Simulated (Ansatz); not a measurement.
# Sc7Si: the cost of one run

Program: Ansatz 0.2.0. Level of theory: DFT PBE, scalar-relativistic, plane waves, PAW. These are calculated values, not measurements.

## Step 1: The system as given

The cell holds 16 atoms (Sc14Si2): a = 7.214 Å, b = 7.214 Å, c = 7.214 Å, α = 90.00°, β = 90.00°, γ = 90.00°.

The sites of an ideal bcc lattice, at a guessed lattice constant, take 2 Si, 14 Sc (sublattices apart by semicolons), with a shake of 0.02 Å. Warren-Cowley parameters of the first shell (negative: unlike neighbours preferred): Sc-Si +0.00. In a cell this small the draw can fall short of the order aimed at.

Coordinates:

```
CELL_PARAMETERS angstrom
7.21381 0.00000 0.00000
0.00000 7.21381 0.00000
0.00000 0.00000 7.21381
ATOMIC_POSITIONS crystal
Si 0.49940 0.00003 0.49863
Si 0.25426 0.24513 0.74778
Sc 0.00224 0.00418 0.00150
Sc 0.50374 0.99750 0.99883
Sc 0.00046 0.49893 0.00375
Sc 0.99853 0.00076 0.50142
Sc 0.24730 0.24746 0.24955
Sc 0.50275 0.50149 0.99963
Sc 0.75217 0.25284 0.25034
Sc 0.99833 0.50287 0.50126
Sc 0.24473 0.74993 0.25346
Sc 0.49840 0.50217 0.49900
Sc 0.74550 0.74764 0.25043
Sc 0.74926 0.24685 0.75199
Sc 0.24783 0.75112 0.74979
Sc 0.74877 0.75198 0.74583
```

## Step 2: Relaxation without symmetry, coarse mesh

Cell and atoms move without symmetry, on a coarse mesh with loose thresholds.

File input.yaml:

```yaml
crystal:
  lattice:
    - [7.21381092, 0.0, 0.0]
    - [0.0, 7.21381092, 0.0]
    - [0.0, 0.0, 7.21381092]
  atoms:
    - { symbol: Si, position: [0.4994017515, 3.26786e-05, 0.4986278631] }
    - { symbol: Si, position: [0.2542552637, 0.2451251751, 0.747777917] }
    - { symbol: Sc, position: [0.0022444741, 0.004176226, 0.0014953512] }
    - { symbol: Sc, position: [0.5037367649, 0.9974955891, 0.9988320062] }
    - { symbol: Sc, position: [0.000458312, 0.4989276439, 0.0037531157] }
    - { symbol: Sc, position: [0.9985272142, 0.0007552457, 0.5014213227] }
    - { symbol: Sc, position: [0.2473015037, 0.2474636467, 0.2495511495] }
    - { symbol: Sc, position: [0.5027494582, 0.5014912688, 0.999631339] }
    - { symbol: Sc, position: [0.752165614, 0.2528370139, 0.2503449928] }
    - { symbol: Sc, position: [0.9983312592, 0.5028719133, 0.50125909] }
    - { symbol: Sc, position: [0.2447307475, 0.7499316804, 0.2534550916] }
    - { symbol: Sc, position: [0.498396449, 0.5021650012, 0.4990001868] }
    - { symbol: Sc, position: [0.7455025276, 0.747642102, 0.2504342214] }
    - { symbol: Sc, position: [0.7492605423, 0.246851792, 0.7519888833] }
    - { symbol: Sc, position: [0.247833096, 0.751118346, 0.7497874677] }
    - { symbol: Sc, position: [0.7487674887, 0.7519778143, 0.7458317284] }
  symmetry: { detect: false }
basis:
  ecutwfc: 420
kpoints:
  mp_grid: { grid: [2, 2, 2], shift: [0.5, 0.5, 0.5] }
hamiltonian:
  xc: pbe
scf:
  occupations: { method: gaussian, width: 0.1 }
  lower_state_search: "off"
output:
  forces: true
  stress: true
  eigenvalues: true
relax:
  adjacent_minimum: "off"
  f_tol: 0.04
  max_steps: 50
  cell: { stress_tol: 0.3 }
```

The run is started by

```bash
ansatz run input.yaml --threads 4 --pin off --max-ram 9216MiB --backend cpu --events-out ev --progress --plain --runs-dir out
```

What time and memory should one allow on 4 threads of AMD EPYC 9R45 (Zen 5), shared host?

About 29 s, with a peak of 1.1 GiB.
